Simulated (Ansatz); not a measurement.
# C2HCl3Zr: small, medium and large basis sets

An exercise on one series of results from a longer session: the logs are not shown, and one member is left open.

Program: Ansatz 0.2.0, Gaussian basis. Level of theory: one geometry, several basis sets. These are calculated values, not measurements.

The runs, in order: PBE0-D4/def2-SVP; ωB97M-V/def2-SVP; PBE0-D4/def2-QZVPP; ωB97M-V/def2-QZVPP; the functionals' def2-TZVPP values are taken from earlier runs.

## The geometry

The geometry comes from an earlier relaxation with PBE0-D4 in a triple-zeta def2 set; it is a stationary point, not always the lowest conformer. Zr takes the def2 core potential; no spin-orbit term is included.

7 atoms, charge 0, spin multiplicity 1.

Atoms are counted from 1 here; the program's logs count them from 0.

Bond lengths: C1–C2 1.216 Å, C1–H7 1.068 Å, C2–Zr3 2.151 Å, Zr3–Cl4 2.320 Å, Zr3–Cl5 2.320 Å, Zr3–Cl6 2.320 Å. Angles: C2–C1–H7 180.0°, C1–C2–Zr3 180.0°, C2–Zr3–Cl4 108.1°, C2–Zr3–Cl5 108.1°, C2–Zr3–Cl6 108.1°, Cl4–Zr3–Cl5 110.8°, Cl4–Zr3–Cl6 110.8°, Cl5–Zr3–Cl6 110.8°.

The first run:

in.yaml reads:

```yaml
crystal:
  periodic: [false, false, false]
  atoms:
    - {symbol: C, position_ang: [1.848778, -1.264334, 0.254327]}
    - {symbol: C, position_ang: [0.851676, -0.582445, 0.117296]}
    - {symbol: Zr, position_ang: [-0.912151, 0.623705, -0.125441]}
    - {symbol: Cl, position_ang: [-2.674591, -0.778479, -0.680789]}
    - {symbol: Cl, position_ang: [-0.512559, 2.154367, -1.821961]}
    - {symbol: Cl, position_ang: [-1.325607, 1.710388, 1.881782]}
    - {symbol: H, position_ang: [2.724453, -1.863212, 0.374787]}
basis:
  gaussian: {orbitals: def2-SVP}
hamiltonian: {xc: pbe0, dispersion: d4}
output: {orbitals: {seedname: orbitals}}
```

Run with:

```bash
$ ansatz run in.yaml --threads 4 --pin off --events-out ev --progress --plain --max-ram 10444MiB
```

Among the steps run: PBE0-D4 in def2-SVP; ωB97M-V in def2-SVP; PBE0-D4 in def2-QZVPP; ωB97M-V in def2-QZVPP.

One table of the session follows, with a row left open; its other results are not shown here.

It belongs to the step «Functionals by basis». 

| functional | basis | HOMO (eV) | LUMO (eV) |
| --- | --- | --- | --- |
| PBE0-D4 | def2-SVP | -8.79 | -2.75 |
| PBE0-D4 | def2-TZVPP | ? | ? |
| PBE0-D4 | def2-QZVPP | -8.78 | -2.79 |
| ωB97M-V | def2-SVP | -10.97 | -0.66 |
| ωB97M-V | def2-TZVPP | -10.98 | -0.75 |
| ωB97M-V | def2-QZVPP | -10.99 | -0.77 |

Q: Estimate the row for PBE0-D4, def2-TZVPP from the others.

**Answer.** HOMO (eV): -8.78; LUMO (eV): -2.78.
